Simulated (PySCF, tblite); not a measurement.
# C₆H₁₂BP: geometry, infrared bands and NMR shifts

Aim: predict the infrared bands and NMR shifts of C₆H₁₂BP (`[BH3-][P+]1(C#CC)CCC1`).

Computed with tblite 0.8.0 and PySCF 2.14.0, with density-fitted response routines of our own, on a single molecule in the gas phase. Atoms are numbered from 0 throughout.

## 1. The molecule as given

20 atoms, charge 0, multiplicity 1; geometry from: force field or distance geometry start.

Bonds of the start (Å): B0–P1 1.86, P1–C2 1.79, C2–C3 1.19, C3–C4 1.47, P1–C5 1.79, C5–C6 1.53, C6–C7 1.53, C7–P1 1.81, B0–H8 1.21, B0–H9 1.20, B0–H10 1.19, C4–H11 1.12, C4–H12 1.13, C4–H13 1.09, C5–H14 1.10, C5–H15 1.12, C6–H16 1.11, C6–H17 1.10, C7–H18 1.11, C7–H19 1.10.

## 2. Optimising the geometry with GFN2-xTB

What the job is given:

```
{"job": {"kind": "relax", "xc": "GFN2-xTB", "basis": "xTB"}, "charge": 0, "multiplicity": 1}
B     -1.022200     2.266700    -0.675800
P     -0.606300     0.517300    -0.211600
C      1.138100     0.151300    -0.065000
C      2.307600    -0.080600    -0.005500
C      3.742800    -0.385600     0.114900
C     -1.644700    -0.324400     0.978100
C     -1.329100    -1.614300     0.220300
C     -1.551000    -0.784000    -1.041200
H     -2.132400     2.259000    -1.147900
H     -0.955100     3.059300     0.221600
H     -0.289900     2.673300    -1.514300
H      3.936800    -1.417900    -0.282700
H      4.325600     0.297700    -0.563300
H      4.048200    -0.241200     1.147500
H     -1.272300    -0.277300     2.006900
H     -2.731500    -0.064000     0.864100
H     -0.283000    -1.962700     0.359000
H     -2.101800    -2.397900     0.296200
H     -0.977900    -1.131400    -1.920900
H     -2.607200    -0.532700    -1.193000
```

Command:

```bash
> OMP_NUM_THREADS=1 python probes_run.py task.json out
```

This one command runs all jobs of the session in turn.

**Question.** This job is followed by: GFN2-xTB harmonic vibrations, gas phase; GIAO PBE0/pcSseg-1 NMR shielding, non-relativistic, gas phase. What will the session give for the following? strongest single infrared mode (GFN2-xTB); zero-point energy (GFN2-xTB); 13C shifts against TMS (PBE0/pcSseg-1, means over atoms taken as alike); 1H shifts against TMS (PBE0/pcSseg-1, means over atoms taken as alike); 11B shifts against BF3·OEt2 (PBE0/pcSseg-1); 31P shifts against H3PO4 (PBE0/pcSseg-1).

**Answer**, as computed:

```
                                                               quantity                                   value
                              strongest single infrared mode (GFN2-xTB)                   1074 cm⁻¹, 211 km/mol
                                           zero-point energy (GFN2-xTB)                           99.6 kcal/mol
13C shifts against TMS (PBE0/pcSseg-1, means over atoms taken as alike)        115.5, 80.7, 31.8, 22.6, 6.1 ppm
 1H shifts against TMS (PBE0/pcSseg-1, means over atoms taken as alike)  2.89, 2.49, 2.34, 2.24, 2.19, 1.00 ppm
                            11B shifts against BF3·OEt2 (PBE0/pcSseg-1)                               -44.0 ppm
                               31P shifts against H3PO4 (PBE0/pcSseg-1)                                14.2 ppm
```

What this shows: Over 64 steps the energy fell by 1.379 eV; of the close pairs, P1–C5 changed most, 1.789 to 1.862 Å. The lowest mode is slightly imaginary (16i cm⁻¹), a soft motion within the noise of the Hessian, so the minimum is not strictly shown. The strongest single mode, at 1074 cm⁻¹, moves mainly H8, H9 and H10. Unscaled tight-binding wavenumbers are off by several per cent, some by more. Its intensities can rank the bands wrongly.
